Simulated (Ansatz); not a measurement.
# Cl on Cu (Copper) (111)

An exercise on one series of results from a longer session: the logs are not shown, and one member is left open.

Program: Ansatz 0.2.0. Level of theory: DFT PBE+D3(BJ), scalar-relativistic, plane waves, PAW. These are calculated values, not measurements.

2 further runs of the same task are left out: 2 set aside as unsound or not needed.

## The system as given

Symmetry: P-3m1, No. 164, trigonal system. The conventional cell has a = 2.520 Å, b = 2.520 Å, c = 23.172 Å, α = 90.00°, β = 90.00°, γ = 120.00°. Cu (site symmetry 3m) is surrounded by 9 Cu at 2.52 Å. Cu (site symmetry 3m) is surrounded by 12 Cu at 2.51 to 2.52 Å.

Coordinates:

```xyz
16
Lattice="5.0394 0.0000 0.0000 -2.5197 4.3642 0.0000 0.0000 0.0000 23.1719" Properties=species:S:1:pos:R:3 pbc="T T T"
Cu    1.2598    0.7274    8.5000
Cu    0.0000    2.9095    8.5000
Cu    3.7795    0.7274    8.5000
Cu    2.5197    2.9095    8.5000
Cu    2.5197    1.4547   10.5573
Cu    1.2598    3.6369   10.5573
Cu    0.0000    1.4547   10.5573
Cu   -1.2598    3.6369   10.5573
Cu   -1.2598    2.1821   12.6025
Cu    0.0000    0.0000   12.6025
Cu    1.2598    2.1821   12.6025
Cu    2.5197    0.0000   12.6025
Cu    0.0000    2.9095   14.6654
Cu    1.2598    0.7274   14.6654
Cu    2.5197    2.9095   14.6654
Cu    3.7795    0.7274   14.6654
```

It is a (111) slab, 6.2 Å thick as cut, with 17 Å of vacuum, in a 2×2 surface cell; its outer planes are Cu (top) and Cu (bottom). An earlier relaxation, lower half held, gave -106006.1468 eV, work function 4.84 eV.

The first run:

Miller indices refer to the conventional cell of the relaxed bulk, Fm-3m (No. 225): a = 3.563 Å, b = 3.563 Å, c = 3.563 Å, α = 90.00°, β = 90.00°, γ = 90.00°.

Contents of input.yaml:

```yaml
crystal:
  lattice:
    - [5.0393684011, 0.0, 0.0]
    - [-2.5196842005, 4.3642210544, 0.0]
    - [0.0, 0.0, 25.1719406043]
  atoms:
    - { symbol: Cu, position: [0.3333333333, 0.1666666667, 0.3376775805] }
    - { symbol: Cu, position: [0.3333333333, 0.6666666667, 0.3376775805] }
    - { symbol: Cu, position: [0.8333333333, 0.1666666667, 0.3376775805] }
    - { symbol: Cu, position: [0.8333333333, 0.6666666667, 0.3376775805] }
    - { symbol: Cu, position: [0.6666666667, 0.3333333333, 0.4194080107] }
    - { symbol: Cu, position: [0.6666666667, 0.8333333333, 0.4194080107] }
    - { symbol: Cu, position: [0.1666666667, 0.3333333333, 0.4194080107] }
    - { symbol: Cu, position: [0.1666666667, 0.8333333333, 0.4194080107] }
    - { symbol: Cu, position: [0.0, 0.5, 0.500657159] }
    - { symbol: Cu, position: [0.0, 0.0, 0.500657159] }
    - { symbol: Cu, position: [0.5, 0.5, 0.500657159] }
    - { symbol: Cu, position: [0.5, 0.0, 0.500657159] }
    - { symbol: Cu, position: [0.3333333333, 0.6666666667, 0.5826078269] }
    - { symbol: Cu, position: [0.3333333333, 0.1666666667, 0.5826078269] }
    - { symbol: Cu, position: [0.8333333333, 0.6666666667, 0.5826078269] }
    - { symbol: Cu, position: [0.8333333333, 0.1666666667, 0.5826078269] }
    - { symbol: Cl, position: [0.3333333333, 0.6666666667, 0.6755684785] }
basis:
  ecutwfc: 420
kpoints:
  mp_grid: { grid: [6, 6, 1] }
hamiltonian:
  xc: pbe
  dispersion: d3bj
scf:
  occupations: { method: gaussian, width: 0.1 }
output:
  forces: true
  eigenvalues: true
relax:
  adjacent_minimum: "off"
  f_tol: 0.03
  max_steps: 70
  constraints: [{ sites: [0, 1, 2, 3, 4, 5, 6, 7] }]
efield:
  axis: 3
  dipole_correction: true
```

Started as:

```bash
$ ansatz run input.yaml --threads 4 --pin off --max-ram 10240MiB --backend cpu --events-out ev --progress --plain --runs-dir out
```

Steps of the session up to this table: Cl put at a top (Cu) site; Cl at the hollow (nearest Cu) site; Cl put at a bridge (Cu-Cu) site; Cl put at a hollow over Cu site.

One table of the session follows, with a row left open; its other results are not shown here.

```
                              start  E_ads (eV)  height (Å)  Δφ, top (eV)  Δ dipole (e·Å)
           top (Cu) at (0.33, 0.67)       -3.07        2.17         +1.43          -0.164
hollow (nearest Cu) at (0.17, 0.33)           ?           ?             ?               ?
     bridge (Cu-Cu) at (0.08, 0.17)       -3.39        1.92         +0.67          -0.078
     hollow over Cu at (0.00, 0.50)       -3.46        1.88         +0.51          -0.060
```

Q: Estimate the row for hollow (nearest Cu) at (0.17, 0.33) from the others.

As computed: E_ads (eV): -3.46; height (Å): 1.88; Δφ, top (eV): +0.48; Δ dipole (e·Å): -0.056.

Caveats from the session: A start on a symmetric site keeps its symmetry, so an end may be a saddle point and not a minimum. Spin polarisation is off in the runs that give these values; a magnetic solution could lie lower. Warnings in the runs' records: xc potential rough in thin density.
